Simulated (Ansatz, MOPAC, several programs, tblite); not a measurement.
## Many methods on one cell: AgLaS2 (ordering on rocksalt)

AgLaS2, ordered on the rocksalt lattice (P4/mmm) with 4 atoms a cell, relaxed with r2SCAN in Ansatz, was computed with several methods. Space group P4/mmm (No. 123), tetragonal; conventional cell a = 4.130 Å, c = 5.605 Å, 23.90 Å³ an atom. Ag is surrounded by 6 S at 2.80–2.92 Å; S is surrounded by 2 Ag at 2.80 Å and 4 La at 2.92 Å; La is surrounded by 6 S at 2.80–2.92 Å; S is surrounded by 2 La at 2.80 Å and 4 Ag at 2.92 Å. Computed, not measured; no magnetism was allowed, and whether the structure is a known phase isn't checked.

```
CELL_PARAMETERS angstrom
4.13002 0.00000 0.00000
0.00000 4.13002 0.00000
0.00000 0.00000 5.60490
ATOMIC_POSITIONS crystal
Ag 0.00000 0.00000 0.00000
S 0.00000 0.00000 0.50000
La 0.50000 0.50000 0.50000
S 0.50000 0.50000 0.00000
```

Gaps and times are for a single point on this cell; volume and bulk modulus come from each method's own relaxation or energy curve at fixed shape, which is too stiff where a cell has free coordinates or axes. Times are rough, from shared hosts (Arm Neoverse N1), and each method has its own mesh and cell size. A double dagger marks a value from a curve with shape and coordinates held. PM7 (MOPAC), GFN1-xTB (tblite) treat a cluster of cells at its zone centre, which samples few k points: where these miss a band edge, the gap comes out too large for that reason alone. Gaps from k meshes are read at a limited set of points (mesh, symmetry points, PBE's band edges), so each method's own least gap may be somewhat smaller. xTB and the PM methods were fitted mostly to molecules, and can miss a solid's gap by electronvolts. d marks a direct gap, i an indirect one (no mark: not told apart), a dash a value that wasn't computed or didn't pass its checks.

```csv
method,kind,gap (eV),own volume (Å³/atom),bulk modulus (GPa),atoms computed,processor time
light PBE (260 eV and a coarse mesh),light plane-wave,0,–,–,4,2.6 s
GFN1-xTB (tblite),tight binding,0,–,–,32,5.9 s
PBE,semilocal,overlap 0.26,23.95,68‡,4,13 s
r2SCAN,semilocal,overlap 0.07,23.90,69‡,4,37 s
PM7 (MOPAC),semi-empirical,3.91,–,–,32,65 s
```

Runs without a result: GFN2-xTB (tblite) (single point), PBE/single zeta (GPAW) (single point).

With PBE and r2SCAN the bands overlap or touch, or nearly. Semilocal functionals can close a real gap, so this doesn't show a metal; small gaps of other methods may in turn close between the points read or with spin-orbit coupling, and the solid may be a semimetal.

Spin-orbit coupling is left out.
